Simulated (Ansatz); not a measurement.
**CH₄FOSi radical: small, medium and large basis sets**

One table from this session's results is given with a row withheld; the runs are named, their logs left out.

Computed with Ansatz 0.2.0, Gaussian basis. Level: one geometry, several basis sets.

The runs, in order: PBE0-D4/def2-SVP; ωB97M-V/def2-SVP; PBE0-D4/def2-QZVPP; ωB97M-V/def2-QZVPP; CCSD(T)/cc-pV(D+d)Z; CCSD(T)/cc-pV(T+d)Z; CCSD(T)/cc-pV(Q+d)Z; the functionals' def2-TZVPP values are taken from earlier runs.

**The geometry**

The geometry comes from an earlier relaxation with PBE0-D4 in a triple-zeta def2 set; it is a stationary point, not always the lowest conformer.

SMILES `C[SiH]([O])F`, 8 atoms, charge 0, spin multiplicity 2.

Atoms are counted from 1 here; the program's logs count them from 0.

Bond lengths: C1–Si2 1.854 Å, C1–H5 1.092 Å, C1–H6 1.091 Å, C1–H7 1.093 Å, Si2–O3 1.646 Å, Si2–F4 1.595 Å, Si2–H8 1.484 Å. Angles: Si2–C1–H5 110.5°, Si2–C1–H6 110.6°, Si2–C1–H7 109.2°, H5–C1–H6 108.9°, H5–C1–H7 108.5°, H6–C1–H7 109.2°, C1–Si2–O3 107.7°, C1–Si2–F4 108.6°, C1–Si2–H8 116.1°, O3–Si2–F4 113.1°, O3–Si2–H8 104.7°, F4–Si2–H8 106.8°.

Set-up of the first run:

Contents of in.yaml:

```yaml
crystal:
  periodic: [false, false, false]
  atoms:
    - {symbol: C, position_ang: [-0.373862, 0.890645, -0.192127]}
    - {symbol: Si, position_ang: [0.315809, -0.791041, 0.174076]}
    - {symbol: O, position_ang: [1.952468, -0.649549, 0.271448]}
    - {symbol: F, position_ang: [-0.159138, -1.795922, -0.969480]}
    - {symbol: H, position_ang: [0.050912, 1.284199, -1.117506]}
    - {symbol: H, position_ang: [-0.149931, 1.582160, 0.621225]}
    - {symbol: H, position_ang: [-1.457213, 0.816066, -0.312940]}
    - {symbol: H, position_ang: [-0.086946, -1.393459, 1.469404]}
basis:
  gaussian: {orbitals: def2-SVP}
magnetization: {spin_polarized: true, initial_magnetization: 1}
hamiltonian: {xc: pbe0, dispersion: d4}
output: {orbitals: {seedname: orbitals}}
```

Launch:

```sh
$ ansatz run in.yaml --threads 2 --pin off --events-out ev --progress --plain --max-ram 32768MiB --backend cpu
```

Among the steps run: PBE0-D4 in def2-SVP; ωB97M-V in def2-SVP; PBE0-D4 in def2-QZVPP; ωB97M-V in def2-QZVPP.

One of the session's tables, all rows but one given; the rest of the session is left out.

It belongs to the step «Density functionals: the series». 

| functional | basis | HOMO (eV) | LUMO (eV) |
| --- | --- | --- | --- |
| PBE0-D4 | def2-SVP | ? | ? |
| PBE0-D4 | def2-TZVPP | -9.39 | -4.84 |
| PBE0-D4 | def2-QZVPP | -9.44 | -4.88 |
| ωB97M-V | def2-SVP | -11.57 | -2.39 |
| ωB97M-V | def2-TZVPP | -11.69 | -2.67 |
| ωB97M-V | def2-QZVPP | -11.71 | -2.73 |

**Question.** Estimate the row for PBE0-D4, def2-SVP.

The run gave: HOMO (eV): -9.18; LUMO (eV): -4.63. In the column «HOMO (eV)» it is the highest.
